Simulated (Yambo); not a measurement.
# Ti2O (P-3m1) in Yambo: a series of runs

The runs below take Ti2O through optical spectrum, optical spectrum by the Bethe-Salpeter equation, G0W0 quasiparticle levels, with PBEsol.

Program: Yambo 5.3.0. These are calculated values, not measurements. Logs are shortened: lines on timing, memory, paths and dates and some standing lists are left out, and cuts for length are marked.

### Step 1. Starting point

The structure is trigonal, space group P-3m1 (No. 164). The conventional cell has a = 2.919 Å, b = 2.919 Å, c = 4.713 Å, α = 90.00°, β = 90.00°, γ = 120.00°. Around Ti (site symmetry 3m) lie 3 O at 2.14 Å. O (site symmetry -3m) has 6 Ti at 2.14 Å as nearest neighbours.

### Step 2. Optical spectrum, PBEsol (cell squeezed)

Contents of optics1.in:

```
optics
chi
Chimod= "HARTREE"
% BndsRnXd
 1 | 40 |
%
NGsBlkXd= 3 Ry
% LongDrXd
 1 | 0 | 0 |
%
% QpntsRXd
 1 | 1 |
%
% EnRngeXd
 0 | 20 | eV
%
% DmRngeXd
 0.1 | 0.1 | eV
%
ETStpsXd= 200
```

Contents of scf.in:

```
&CONTROL
  calculation = 'scf'
  prefix = 'pwscf'
  outdir = './tmp'
  pseudo_dir = './pseudo'
/
&SYSTEM
  ibrav = 0
  nat = 3
  ntyp = 2
  ecutwfc = 84
  nbnd = 22
  occupations = 'smearing'
  smearing = 'fd'
  degauss = 0.00367493
  force_symmorphic = .true.
/
&ELECTRONS
  conv_thr = 6d-10
  electron_maxstep = 120
  mixing_beta = 0.5
/
ATOMIC_SPECIES
Ti    47.8670 Ti.upf
O     15.9990 O.upf
CELL_PARAMETERS angstrom
   2.8799438119    0.0000000000    0.0000000000
  -1.4399719060    2.4941045026    0.0000000000
   0.0000000000    0.0000000000    4.6493030025
ATOMIC_POSITIONS crystal
Ti     0.3333333333    0.6666666667    0.7212600000
Ti     0.6666666667    0.3333333333    0.2787400000
O      0.0000000000    0.0000000000    0.0000000000
K_POINTS automatic
12 12 6 0 0 0
```

Contents of nscf.in:

```
&CONTROL
  calculation = 'nscf'
  prefix = 'pwscf'
  outdir = './tmp'
  pseudo_dir = './pseudo'
/
&SYSTEM
  ibrav = 0
  nat = 3
  ntyp = 2
  ecutwfc = 84
  nbnd = 75
  occupations = 'smearing'
  smearing = 'fd'
  degauss = 0.00367493
  force_symmorphic = .true.
/
&ELECTRONS
  conv_thr = 1d-08
  diago_full_acc = .true.
  diago_thr_init = 1d-06
/
ATOMIC_SPECIES
Ti    47.8670 Ti.upf
O     15.9990 O.upf
CELL_PARAMETERS angstrom
   2.8799438119    0.0000000000    0.0000000000
  -1.4399719060    2.4941045026    0.0000000000
   0.0000000000    0.0000000000    4.6493030025
ATOMIC_POSITIONS crystal
Ti     0.3333333333    0.6666666667    0.7212600000
Ti     0.6666666667    0.3333333333    0.2787400000
O      0.0000000000    0.0000000000    0.0000000000
K_POINTS automatic
3 3 4 0 0 0
```

Potentials or basis: PseudoDojo 0.4.1 SR PBEsol standard.

Run with:

```console
> OMP_NUM_THREADS=1 pw.x -in scf.in > scf.out
> OMP_NUM_THREADS=1 pw.x -in nscf.in > nscf.out
> cd tmp/pwscf.save; p2y; mv SAVE ../..; cd ../..
> OMP_NUM_THREADS=1 yambo
> OMP_NUM_THREADS=1 yambo -F optics1.in -J optics1 -C optics1_out
```

Yambo's report:

```text
[... sections 02.01 to 02.04 as in the set-up run ...]

[... 5 lines left out ...]
  [X] Bosonic    Temperature                        :  0.258606E-1   300.100    [eV K]
  [X] Finite Temperature mode                       : yes
  [X] El. density                                   :  0.89833E+24 [cm-3]
  [X] Fermi Level                                   :  16.93642 [eV]

  [X] === Gaps and Widths ===
  [X] Conduction Band Min                           :  16.93642 [eV]
  [X] Valence Band Max                              :  16.93642 [eV]
  [X] Filled Bands                                  :  14
  [X] Metallic Bands                                :  15  16
  [X] Empty Bands                                   :   17   75

  [X] === Metallic Characters ===
  [X] N of el / N of met el                         :  30.00000   1.85345
  [X] Average metallic occ.                         :  0.231681

  [WARNING] [X] Metallic system

 [03] Transferred momenta grid and indexing
 ==========================================

 IBZ Q-points                                      :  10
 BZ  Q-points                                      :   36

 K/Q-points units:
 rlu = crystal or reduced units; cc = cartesian coordinates; iku = interal k-units

 Q [ 1]         [rlu]:  0.000000  0.000000  0.000000
 Q [ 2]         [rlu]:  0.000000  0.000000  0.250000
 Q [ 3]         [rlu]:  0.000000  0.000000 -0.500000
 Q [ 4]         [rlu]: -0.28424E-17  0.33333       0.0000
 Q [ 5]         [rlu]: -0.28424E-17  0.33333      0.25000
 Q [ 6]         [rlu]: -0.28424E-17  0.33333     -0.50000
 Q [ 7]         [rlu]:  0.333333  0.333333  0.000000
 Q [ 8]         [rlu]:  0.333333  0.333333  0.250000
 Q [ 9]         [rlu]:  0.333333  0.333333 -0.500000
 Q [10]         [rlu]: -0.28424E-17  0.33333     -0.25000

 [WARNING] [Xd] User bands 1-40 break level degeneracy

 [04] Dipoles
 ============

  [04.01] Setup: observables and procedures
  =========================================

  [WF-Oscillators/G space/Transverse up loader] Normalization (few states)  min/max  :  0.28627E-16   1.0000

  [WR./optics1//ndb.dipoles]------------------------------------------------------
   Brillouin Zone Q/K grids (IBZ/BZ)                :   10   36   10   36
   RL vectors                                       :   3825 [WF]
   Fragmentation                                    : yes
   Electronic Temperature                           :  300.1000 [K]
   Bosonic    Temperature                           :  300.1000 [K]
   DIP band range                                   :    1   40
   DIP band range limits                            :  16  15
   DIP e/h energy range                             : -1.000000 -1.000000 [eV]
   RL vectors in the sum                            :   3825
   [r,Vnl] included                                 : yes
   Bands ordered                                    : yes
   Direct v evaluation                              : no
   Approach used                                    : G-space v
   Dipoles computed                                 : R V P [G-space]
   Wavefunctions                                    : Perdew, Burke & Ernzerhof SOL(X)+Perdew, Burke & Ernzerhof SOL(C)

  [WARNING] [r,Vnl^pseudo] included in position and velocity dipoles.

  [WARNING] In case H contains other non local terms, these are neglected

 [05] Optics
 ===========

 [X-CG] R(p) Tot o/o(of R):   2688  14214    100

 [WARNING] The system is a metal but Drude term not included.
```

Wall time 3 min (1 thread of Intel Xeon at 2.50GHz (Skylake/Cascade Lake), shared host); peak memory 0.29 GiB.

Results:

| Quantity | Value |
| --- | --- |
| Band gap on the k mesh, mean-field level | none (metal or under the smearing width) |

Dielectric function (along the field direction of the input):
| energy (eV) | real part | imaginary part |
| --- | --- | --- |
| 0.30 | 51.60 | 3.83 |
| 0.90 | 38.09 | 59.18 |
| 1.61 | 10.21 | 16.21 |
| 2.31 | 5.99 | 20.48 |
| 3.02 | 10.70 | 15.18 |
| 3.62 | 5.77 | 26.62 |
| 4.32 | -10.90 | 12.88 |
| 5.03 | -8.90 | 5.83 |
| 5.73 | -6.01 | 3.55 |
| 6.33 | -0.82 | 5.09 |
| 7.04 | -1.58 | 3.96 |
| 7.74 | -2.26 | 2.17 |
| 8.44 | 1.12 | 1.80 |
| 9.05 | 0.93 | 2.07 |
| 9.75 | -0.94 | 4.09 |
| 10.45 | -1.89 | 5.28 |
| 11.16 | -1.71 | 2.63 |
| 11.76 | -0.93 | 2.18 |
| 12.46 | -0.36 | 2.95 |
| 13.17 | -0.23 | 2.17 |
| 13.87 | -0.05 | 0.85 |
| 14.47 | -0.20 | 1.11 |
| 15.18 | -0.53 | 0.94 |
| 15.88 | -0.19 | 0.61 |
| 16.58 | -0.60 | 1.50 |
| 17.19 | -0.27 | 1.22 |
| 17.89 | 0.17 | 0.80 |
| 18.59 | 0.03 | 0.59 |
| 19.30 | 0.18 | 0.64 |
| 20.00 | 0.74 | 2.12 |

Caveat: the k mesh is coarse (spacing up to 0.84 Å⁻¹), so the values aren't converged; the intraband (Drude) term of the metal is left out; the ground state has no gap, which makes the many-body step unreliable; spectra need much finer meshes, so this one isn't converged; these spectra lack excitons; semilocal functionals often make such compounds metallic where correlation or magnetic order opens a gap, which also shifts bond lengths.

### Step 3. Optical spectrum by the Bethe-Salpeter equation, PBEsol (cell squeezed)

Contents of bse2.in:

```
optics
bse
bss
rim_cut
em1s
RandQpts= 1000000
RandGvec= 50 RL
Chimod= "HARTREE"
% BndsRnXs
 1 | 40 |
%
NGsBlkXs= 5 Ry
% LongDrXs
 1 | 0 | 0 |
%
BSKmod= "SEX"
BSEmod= "retarded"
BSSmod= "d"
% BSEQptR
 1 | 1 |
%
% BSEBands
 13 | 18 |
%
BSENGexx= 20 Ry
BSENGBlk= 5 Ry
% BEnRange
 0 | 20 | eV
%
% BDmRange
 0.1 | 0.1 | eV
%
BEnSteps= 200
% BLongDir
 1 | 0 | 0 |
%
BSEprop= "abs"
WRbsWF
```

scf.in is that of step 2.

nscf.in is that of step 2.

Potentials or basis: PseudoDojo 0.4.1 SR PBEsol standard.

Run with:

```console
> OMP_NUM_THREADS=1 pw.x -in scf.in > scf.out
> OMP_NUM_THREADS=1 pw.x -in nscf.in > nscf.out
> cd tmp/pwscf.save; p2y; mv SAVE ../..; cd ../..
> OMP_NUM_THREADS=1 yambo
> mkdir -p bse2; ln -s $PWD/g0w00/ndb.RIM bse2/
> OMP_NUM_THREADS=1 yambo -F bse2.in -J bse2 -C bse2_out
> OMP_NUM_THREADS=1 ypp -J bse2 -C bse2_out -e s -b 1
```

Yambo's report:

```text
[... sections 02.01 to 02.04 as in the set-up run ...]

[... 5 lines left out ...]
  [X] Bosonic    Temperature                        :  0.258606E-1   300.100    [eV K]
  [X] Finite Temperature mode                       : yes
  [X] El. density                                   :  0.89833E+24 [cm-3]
  [X] Fermi Level                                   :  16.93642 [eV]

  [X] === Gaps and Widths ===
  [X] Conduction Band Min                           :  16.93642 [eV]
  [X] Valence Band Max                              :  16.93642 [eV]
  [X] Filled Bands                                  :  14
  [X] Metallic Bands                                :  15  16
  [X] Empty Bands                                   :   17   75

  [X] === Metallic Characters ===
  [X] N of el / N of met el                         :  30.00000   1.85345
  [X] Average metallic occ.                         :  0.231681

  [WARNING] [X] Metallic system

 [03] Transferred momenta grid and indexing
 ==========================================

 [BZ sampling] Q-grid is User defined and/or read from the database

 IBZ Q-points                                      :  10
 BZ  Q-points                                      :   36

 K/Q-points units:
 rlu = crystal or reduced units; cc = cartesian coordinates; iku = interal k-units

 Q [ 1]         [rlu]:  0.000000  0.000000  0.000000
 Q [ 2]         [rlu]:  0.000000  0.000000  0.250000
 Q [ 3]         [rlu]:  0.000000  0.000000 -0.500000
 Q [ 4]         [rlu]: -0.28424E-17  0.33333       0.0000
 Q [ 5]         [rlu]: -0.28424E-17  0.33333      0.25000
 Q [ 6]         [rlu]: -0.28424E-17  0.33333     -0.50000
 Q [ 7]         [rlu]:  0.333333  0.333333  0.000000
 Q [ 8]         [rlu]:  0.333333  0.333333  0.250000
 Q [ 9]         [rlu]:  0.333333  0.333333 -0.500000
 Q [10]         [rlu]: -0.28424E-17  0.33333     -0.25000

  [03.01] X + BSE indexes
  =======================

   [03.01.01] Sigma indexes
   ========================

   [WR./SAVE//ndb.kindx]-----------------------------------------------------------
    Fragmentation                                    : no
    Polarization last K ( bz)                        :   36
    Polarization last K (ibz)                        :  10
    QP states                                        :   1  10
[... 148 lines left out ...]
     [K] Exchange                                     : yes [res]
     [K] Correlation                                  : yes [res]
     [K] Kernel`s coupling                            : no
     [K] Exchange                                     : no [cpl]
     [K] Correlation                                  : no [cpl]
     [K] W interaction is bare                        : no
     [K] ALDA kernel in R-space                       : no
     [K] RL vectors                                   :   337 [exchange]
     [K] RL vectors                                   :   43 [correlation]
     [K] E/h energy range                             : -1.000000 -1.000000 [eV]
     [K] Coupling range                               :  100.0000  100.0000 [o/o]
     [W] Interaction is diagonal                      : no
     [W] Matrix size                                  :   43
     [W] Bands                                        :    1   40
     [W] e/h energy range                             : -1.000000 -1.000000 [eV]
     [W] Poles                                        :  100.0000 [o/o]
     [W] RL vectors in the sum                        :   3825
     [W] [r,Vnl] included                             : yes
     [W] Field direction                              :  0.100000E-4   0.00000      0.00000
     [W] Coulomb Cutoff                               : none
     [W] Hxc Kernel                                   : HARTREE
     [RIM] RL components                              :   55 [col]
     [RIM] Random points                              :  1000000 [col]
     [SOC] Perturbative SOC                           : no
     [K] Kernel long-range exchange                   : BAR

    [07.01.05.03] Wave-Function Phases
    ==================================

    [BSE] WF phases found       :  61.80556 [o/o]

   [07.01.06] BSE solver(s) @q1
   ============================

   [07.01.07] Diago Solver @q1
   ===========================

   [WR./bse2//ndb.BS_diago_Q1]-----------------------------------------------------
    BS kernel          energies                      : Perdew, Burke & Ernzerhof SOL(X)+Perdew, Burke & Ernzerhof SOL(C)
    [K] Identifier                                   :   649
    [K] Dimension                                    :   359
    [K] Bands                                        :  13  18
    [K] Exchange                                     : yes [res]
    [K] Correlation                                  : yes [res]
    [K] Kernel`s coupling                            : no
    [K] Exchange                                     : no [cpl]
    [K] Correlation                                  : no [cpl]
    [K] W interaction is bare                        : no
    [K] ALDA kernel in R-space                       : no
    [K] RL vectors                                   :   337 [exchange]
    [K] RL vectors                                   :   43 [correlation]
    [K] E/h energy range                             : -1.000000 -1.000000 [eV]
    [K] Coupling range                               :  100.0000  100.0000 [o/o]
    [W] Interaction is diagonal                      : no
    [W] Matrix size                                  :   43
    [W] Bands                                        :    1   40
    [W] e/h energy range                             : -1.000000 -1.000000 [eV]
    [W] Poles                                        :  100.0000 [o/o]
    [W] RL vectors in the sum                        :   3825
    [W] [r,Vnl] included                             : yes
    [W] Field direction                              :  0.100000E-4   0.00000      0.00000
    [W] Coulomb Cutoff                               : none
    [W] Hxc Kernel                                   : HARTREE
    [RIM] RL components                              :   55 [col]
    [RIM] Random points                              :  1000000 [col]
    [SOC] Perturbative SOC                           : no
    [K] Kernel long-range exchange                   : BAR
    [BSS] Eigenstates included                       : yes
    [BSS] Field direction                            :  0.100000E-4   0.00000      0.00000
    [BSS] Eigenstates computed                       :   359
    [BSS] Number of BSE matrices                     :  1
```

It took 3.8 min on 1 thread of Intel Xeon at 2.50GHz (Skylake/Cascade Lake), shared host; peak memory 0.29 GiB.

Results:

| Quantity | Value |
| --- | --- |
| Band gap on the k mesh, mean-field level | none (metal or under the smearing width) |

Dielectric function (along the field direction of the input):
```tsv
energy (eV)	real part	imaginary part
0.30	48.26	4.84
1.31	-7.79	49.07
2.31	-2.31	17.93
3.32	-2.14	7.88
4.42	-7.99	1.51
5.43	-3.83	0.32
6.43	-1.95	0.12
7.54	-1.00	0.06
8.54	-0.50	0.04
9.55	-0.17	0.03
10.65	0.07	0.02
11.66	0.24	0.01
12.66	0.36	0.01
13.77	0.46	0.01
14.77	0.54	0.01
15.78	0.59	0.01
16.88	0.65	0.00
17.89	0.69	0.00
18.89	0.72	0.00
20.00	0.75	0.00
```

Caveat: the k mesh is coarse (spacing up to 0.84 Å⁻¹), so the values aren't converged; the intraband (Drude) term of the metal is left out; the ground state has no gap, which makes the many-body step unreliable; the transitions start from uncorrected Kohn-Sham levels, so peaks lie too low; exciton energies and binding change strongly with the k mesh and aren't converged on this one; spectra need much finer meshes, so this one isn't converged; semilocal functionals often make such compounds metallic where correlation or magnetic order opens a gap, which also shifts bond lengths.

[end of part 1 of 2]
